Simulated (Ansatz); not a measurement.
# GeNH₂ (quartet): from Hartree-Fock to the top rungs, cc-pVDZ

An exercise on one series of results from a longer session: the logs are not shown, and one member is left open.

Program: Ansatz 0.2.0, Gaussian basis. Level of theory: cc-pVDZ, core rule «outside noble gas», up to 15 orbitals frozen. These are calculated values, not measurements.

Plan: UHF; CCSD(T) on ROHF; CCSD(T) on UHF; BCCD(T) on ROHF; CISD; CCSDT(Q) on ROHF; CCSDT(Q) on UHF.

34 further runs of the same task are left out: 12 for a known fault of the program, 7 that didn't finish, 15 set aside as unsound or not needed.

## The system

The geometry is a PBE0/def2-TZVP stationary point (not a proven minimum) of the parent state, kept for this charge and spin. No spin-orbit coupling is included. The filled d shell of Ge may be among the frozen orbitals whatever the setting's name suggests; the logs give the count.

4 atoms, charge 0, spin multiplicity 4.

Atoms are counted from 1 here; the program's logs count them from 0.

Bond lengths: Ge1–N2 1.713 Å, Ge1–H3 1.581 Å, N2–H4 1.013 Å. Angles: N2–Ge1–H3 106.3°, Ge1–N2–H4 127.4°.

The first run:

File in.yaml:

```yaml
crystal:
  periodic: [false, false, false]
  atoms:
    - {symbol: Ge, position_ang: [0.000000, -0.050581, 0.287692]}
    - {symbol: N, position_ang: [0.000000, 0.199167, -1.406789]}
    - {symbol: H, position_ang: [0.000000, 1.385599, 0.948607]}
    - {symbol: H, position_ang: [0.000000, -0.508046, -2.132666]}
basis:
  gaussian: {orbitals: cc-pVDZ}
magnetization: {spin_polarized: true, initial_magnetization: 3}
hamiltonian: {xc: hf}
output: {orbitals: {seedname: orbitals}}
```

Run with:

```bash
> ansatz run in.yaml --threads 1 --pin off --events-out ev --progress --plain --max-ram 2393MiB
```

Steps of the session up to this table: UHF; CCSD(T) on ROHF; CCSD(T) on UHF; BCCD(T) on ROHF; CISD; CCSDT(Q) on ROHF; CCSDT(Q) on UHF.

One of the session's tables, all rows but one given; the rest of the session is left out.

It belongs to the step «Misses and costs». 

```
   method  from UCCSDT(Q) (kJ/mol)
     ROHF                   +621.4
      UHF                   +600.5
     RMP2                    +97.9
     UMP2                        ?
    RCCSD                    +19.0
    UCCSD                    +17.6
 RCCSD(T)                     +4.4
 UCCSD(T)                     +3.5
  BCCD(T)                     +4.4
   RCCSDT                     +2.0
   UCCSDT                     +1.1
RCCSDT(Q)                     +1.0
UCCSDT(Q)                        0
```

**Question.** Estimate the row for UMP2.

As computed: from UCCSDT(Q) (kJ/mol): +96.6. In the column «from UCCSDT(Q) (kJ/mol)» it lies between RCCSD (+19.0) and RMP2 (+97.9).

Not comparable, so not listed: CISD (they don't share determinant, frozen orbitals or solution with the rows shown, or repeat one).

Limits of these values: Restricted and unrestricted rows rest on different reference determinants; where their highest levels disagree by more than a few hundredths of an eV, they describe different states and don't form one ladder.
